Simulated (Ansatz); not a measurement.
**InHCl2 (SMILES [Cl][InH][Cl]): functionals against CCSD(T) at one geometry**

How do the functionals fare away from a minimum? The structure is a structure displaced at random from a GFN2-xTB minimum.

Method: single points in def2-TZVPP; program: Ansatz 0.2.0, Gaussian basis.

Correlated methods freeze the cores. Filled d shells of the heavier atoms are correlated. Core potentials replace the inner electrons past krypton, and spin-orbit coupling is left out.

### Step 1. The starting structure

SMILES `[Cl][InH][Cl]`, 4 atoms, charge 0, spin multiplicity 1.

Atoms are counted from 1 here; the program's logs count them from 0.

Bond lengths: Cl1–In2 2.398 Å, In2–Cl3 2.135 Å, In2–H4 1.598 Å. Angles: Cl1–In2–Cl3 114.8°, Cl1–In2–H4 114.0°, Cl3–In2–H4 129.8°.

As a file:

```xyz
4
charge 0, multiplicity 1
Cl   -1.77730    0.73290   -0.89810
In    0.32040    0.06000    0.04790
Cl    0.64380   -2.04970    0.09650
H     1.09040    1.23000    0.81670
```

### Step 2. CCSD(T)/def2-TZVPP

Input file run/in.yaml:

```yaml
crystal:
  periodic: [false, false, false]
  atoms:
    - {symbol: Cl, position_ang: [-1.777300, 0.732900, -0.898100]}
    - {symbol: In, position_ang: [0.320400, 0.060000, 0.047900]}
    - {symbol: Cl, position_ang: [0.643800, -2.049700, 0.096500]}
    - {symbol: H, position_ang: [1.090400, 1.230000, 0.816700]}
basis:
  gaussian: {orbitals: def2-TZVPP}
correlation: {method: ccsd_t}
output: {forces: true}
```

The command line of these runs was not kept.

### Step 3. PBE0-D4/def2-TZVPP

run/in.yaml: that of step 2 with these lines changed.

```diff
@@ -9,3 +9,3 @@
   gaussian: {orbitals: def2-TZVPP}
-correlation: {method: ccsd_t}
-output: {forces: true}
+hamiltonian: {xc: pbe0, dispersion: d4}
+output: {forces: true, orbitals: {seedname: orbitals}}
```

### Step 4. wB97M-V/def2-TZVPP

run/in.yaml: that of step 3 with these lines changed.

```diff
@@ -9,3 +9,3 @@
   gaussian: {orbitals: def2-TZVPP}
-hamiltonian: {xc: pbe0, dispersion: d4}
-output: {forces: true, orbitals: {seedname: orbitals}}
+hamiltonian: {xc: {name: wB97M-V}}
+output: {forces: true}
```

### Step 5. r2SCAN-D4/def2-TZVPP

run/in.yaml: that of step 4 with these lines changed.

```diff
@@ -9,3 +9,3 @@
   gaussian: {orbitals: def2-TZVPP}
-hamiltonian: {xc: {name: wB97M-V}}
+hamiltonian: {xc: r2scan, dispersion: d4}
 output: {forces: true}
```

### Step 6. PBE-D4/def2-TZVPP

run/in.yaml: that of step 5 with these lines changed.

```diff
@@ -9,3 +9,3 @@
   gaussian: {orbitals: def2-TZVPP}
-hamiltonian: {xc: r2scan, dispersion: d4}
+hamiltonian: {xc: pbe, dispersion: d4}
 output: {forces: true}
```

### Step 7. BLYP-D4/def2-TZVPP

run/in.yaml: that of step 6 with these lines changed.

```diff
@@ -9,3 +9,3 @@
   gaussian: {orbitals: def2-TZVPP}
-hamiltonian: {xc: pbe, dispersion: d4}
+hamiltonian: {xc: {name: BLYP}, dispersion: d4}
 output: {forces: true}
```

### Step 8. HSE06-D4/def2-TZVPP

run/in.yaml: that of step 7 with these lines changed.

```diff
@@ -9,3 +9,3 @@
   gaussian: {orbitals: def2-TZVPP}
-hamiltonian: {xc: {name: BLYP}, dispersion: d4}
+hamiltonian: {xc: hse06, dispersion: d4}
 output: {forces: true}
```

(Steps that only read results are left out.)

What does the calculation give? Wanted: energy less free atoms, CCSD(T)/def2-TZVPP; RMS force component; RMS force error; HOMO and LUMO, PBE0-D4; T1 diagnostic.

The runs gave:

| quantity | value |
| --- | --- |
| energy less free atoms, CCSD(T)/def2-TZVPP | -204.8 kcal/mol |
| RMS force component | 1.480 to 1.636 eV/Å over the methods |
| RMS force error | PBE0-D4 0.093, wB97M-V 0.059, r2SCAN-D4 0.086, PBE-D4 0.135, BLYP-D4 0.267, HSE06-D4 0.092 eV/Å |
| HOMO and LUMO, PBE0-D4 | -8.54 and -2.08 eV |
| T1 diagnostic | 0.012 |

Against CCSD(T) the functionals' energies less atoms differ by -9.1 to +6.5 kcal/mol, PBE-D4 by -5.0 kcal/mol. The reference is not at the basis limit: in triple zeta CCSD(T) underbinds, which counts against methods that bind more; the gaps are no ranking. The forces of wB97M-V come nearest to CCSD(T), those of BLYP-D4 are farthest. Frozen-core CCSD(T) forces in triple zeta carry basis errors of their own, and this is one geometry, so small gaps rank nothing.
